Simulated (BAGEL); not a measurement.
# AlNH2ClF (SMILES [NH2][Al]([F])[Cl]): HF/aug-cc-pVDZ (density fitting with qzvpp-jkfit)

What is the vertical electron affinity of AlNH2ClF at HF/aug-cc-pVDZ (density fitting with qzvpp-jkfit)? 

The calculation is run with BAGEL 1.2.2.

30 further runs of the same task are left out: 30 set aside as unsound or not needed.

### Step 1. The system as given

AlNH2ClF: 6 atoms, total charge 0, spin state singlet. SMILES: `[NH2][Al]([F])[Cl]`. The coordinates come from a PBE0-D4/def2-TZVP relaxation.

Bond lengths: N1–Al2 1.746 Å, Al2–F3 1.641 Å, Al2–Cl4 2.079 Å, N1–H5 1.006 Å, N1–H6 1.006 Å. Angles: N1–Al2–F3 119.8°, N1–Al2–Cl4 121.2°, F3–Al2–Cl4 119.0°, Al2–N1–H5 124.6°, Al2–N1–H6 124.3°, H5–N1–H6 111.1°.

### Step 2. A single-point energy at HF/aug-cc-pVDZ (density fitting with qzvpp-jkfit)

Input file input.json:

```json
{ "bagel": [

{
  "title": "molecule",
  "basis": "aug-cc-pvdz.json",
  "df_basis": "qzvpp-jkfit",
  "angstrom": true,
  "geometry": [
    { "atom": "N", "xyz": [   -0.112300,    0.982600,   -0.025800 ] },
    { "atom": "Al", "xyz": [    0.152500,   -0.739100,    0.092300 ] },
    { "atom": "F", "xyz": [    1.041800,   -1.345500,    1.331100 ] },
    { "atom": "Cl", "xyz": [   -0.641100,   -2.049400,   -1.313600 ] },
    { "atom": "H", "xyz": [    0.246300,    1.661500,    0.624800 ] },
    { "atom": "H", "xyz": [   -0.645100,    1.426000,   -0.754900 ] }
  ]
},
{
  "title": "hf"
},
{
  "title": "print",
  "file": "orbitals.molden",
  "orbitals": true
}

]}
```

The basis set aug-cc-pVDZ is read from a file made from the Basis Set Exchange's data (not shown).

Command:

```bash
$ BAGEL_NUM_THREADS=1 BAGEL input.json > input.out
```

What it wrote:

```text
* using 1 threads per process

  ===============================================================
  ===============================================================

  *** Geometry ***

  { "atom" : "N", "xyz" : [     -0.212216,      1.856845,     -0.048755 ] },
  { "atom" : "Al", "xyz" : [      0.288183,     -1.396697,      0.174422 ] },
  { "atom" : "F", "xyz" : [      1.968717,     -2.542627,      2.515414 ] },
  { "atom" : "Cl", "xyz" : [     -1.211503,     -3.872805,     -2.482344 ] },
  { "atom" : "H", "xyz" : [      0.465440,      3.139780,      1.180701 ] },
  { "atom" : "H", "xyz" : [     -1.219062,      2.694749,     -1.426554 ] },

  Number of auxiliary basis functions:      446

  Since a DF basis is specified, we compute 2- and 3-index integrals:
    o Being stored without compression. Storage requirement is 0.050 GB

  Number of basis functions:      118
  Number of electrons      :       48

    * METHOD: MOLECULE                             0.18

  *** RHF ***

  === Nuclear Repulsion ===
   197.6634665035

      * DIIS with orbital gradients will be used.

  === RHF iteration (aug-cc-pvdz.json) ===
      0       -856.16628270          0.02266125           0.08
      1       -856.48488304          0.01815789           0.08
      2       -856.69265924          0.00180536           0.08
      3       -856.69506661          0.00032620           0.07
      4       -856.69520775          0.00011795           0.07
      5       -856.69522369          0.00003535           0.07
      6       -856.69522506          0.00001217           0.07
      7       -856.69522525          0.00000364           0.08
      8       -856.69522526          0.00000126           0.07
      9       -856.69522527          0.00000040           0.07
     10       -856.69522527          0.00000013           0.07
     11       -856.69522527          0.00000005           0.07
     12       -856.69522527          0.00000002           0.07
     13       -856.69522527          0.00000001           0.06
    * SCF iteration converged.

    * Permanent dipole moment:
           (    0.184436,    -0.955791,     0.122028) a.u.

    * METHOD: HF                                   1.18

    * METHOD: PRINT                                0.01

  ===============================================================
```

It took 1.8 s on 1 thread of Intel Xeon 6975P-C (Granite Rapids), shared host; peak memory 0.15 GiB.

### Step 3. The doublet anion at the same level

Input file calc.json:

```json
{ "bagel": [

{
  "title": "molecule",
  "basis": "aug-cc-pvdz.json",
  "df_basis": "qzvpp-jkfit",
  "angstrom": "true",
  "geometry": [
    { "atom": "N", "xyz": [      -0.112300,       0.982600,      -0.025800 ] },
    { "atom": "Al", "xyz": [       0.152500,      -0.739100,       0.092300 ] },
    { "atom": "F", "xyz": [       1.041800,      -1.345500,       1.331100 ] },
    { "atom": "Cl", "xyz": [      -0.641100,      -2.049400,      -1.313600 ] },
    { "atom": "H", "xyz": [       0.246300,       1.661500,       0.624800 ] },
    { "atom": "H", "xyz": [      -0.645100,       1.426000,      -0.754900 ] }
  ]
},

{
  "title": "uhf",
  "charge": -1,
  "nopen": 1
},

{
  "title": "print",
  "file": "orbitals.molden",
  "orbitals": "true"
}

]}
```

The basis set aug-cc-pVDZ is read from a file made from the Basis Set Exchange's data (not shown).

Command:

```bash
$ BAGEL_NUM_THREADS=1 BAGEL calc.json > calc.out
```

What it wrote:

```text
* using 1 threads per process

  ===============================================================
  ===============================================================

  *** Geometry ***

  { "atom" : "N", "xyz" : [     -0.212216,      1.856845,     -0.048755 ] },
  { "atom" : "Al", "xyz" : [      0.288183,     -1.396697,      0.174422 ] },
  { "atom" : "F", "xyz" : [      1.968717,     -2.542627,      2.515414 ] },
  { "atom" : "Cl", "xyz" : [     -1.211503,     -3.872805,     -2.482344 ] },
  { "atom" : "H", "xyz" : [      0.465440,      3.139780,      1.180701 ] },
  { "atom" : "H", "xyz" : [     -1.219062,      2.694749,     -1.426554 ] },

  Number of auxiliary basis functions:      446

  Since a DF basis is specified, we compute 2- and 3-index integrals:
    o Being stored without compression. Storage requirement is 0.050 GB

  Number of basis functions:      118
  Number of electrons      :       48

    * METHOD: MOLECULE                             0.19

  *** Open-shell HF ***

  === Nuclear Repulsion ===
   197.6634665035

      * DIIS with orbital gradients will be used.

  === UHF iteration (aug-cc-pvdz.json) ===
      0       -855.94198481          0.04934451           0.16
      1       -856.27144730          0.05122616           0.15
      2       -856.48456433          0.02828836           0.16
      3       -856.66505045          0.00366892           0.17
      4       -856.66978768          0.00094490           0.18
      5       -856.67063425          0.00047172           0.17
      6       -856.67115027          0.00023154           0.17
      7       -856.67130164          0.00016209           0.16
      8       -856.67139728          0.00008504           0.16
      9       -856.67145427          0.00006839           0.16
     10       -856.67148025          0.00003274           0.17
     11       -856.67149180          0.00001499           0.16
     12       -856.67149334          0.00000589           0.16
     13       -856.67149347          0.00000224           0.16
     14       -856.67149350          0.00000125           0.15
     15       -856.67149351          0.00000067           0.15
     16       -856.67149352          0.00000047           0.18
     17       -856.67149352          0.00000040           0.17
     18       -856.67149352          0.00000030           0.17
     19       -856.67149352          0.00000023           0.16
     20       -856.67149352          0.00000011           0.16
     21       -856.67149352          0.00000005           0.18
     22       -856.67149352          0.00000003           0.17
     23       -856.67149352          0.00000002           0.15
     24       -856.67149352          0.00000001           0.15
     25       -856.67149352          0.00000001           0.15
    * SCF iteration converged.

    * S^2 (UHF) is 0.7514

    * Permanent dipole moment:
           (    0.067103,     3.046435,     0.593307) a.u.

    * METHOD: UHF                                  4.42

    * METHOD: PRINT                                0.01

  ===============================================================
```

It took 5.1 s on 1 thread of Intel Xeon 6975P-C (Granite Rapids), shared host; peak memory 0.14 GiB.

### Step 4. Results

At HF/aug-cc-pVDZ (density fitting with qzvpp-jkfit):

| quantity | value |
| --- | --- |
| singlet AlNH2ClF: total energy | -856.69523 Eh |
| singlet AlNH2ClF: dipole moment | 2.49 D |
| singlet AlNH2ClF: HOMO energy | -11.55 eV |
| singlet AlNH2ClF: LUMO energy | 0.69 eV |
| singlet AlNH2ClF: HOMO–LUMO gap | 12.24 eV |
| doublet anion: total energy | -856.67149 Eh |
| doublet anion: ⟨S²⟩ | 0.751 |
| vertical electron affinity (to the doublet anion) | -0.646 eV |

The anion lies 0.65 eV (62.3 kJ/mol) above the neutral: the electron isn't bound at this level, and such a value depends on the basis. Hartree–Fock misses the correlation that binds many anions.
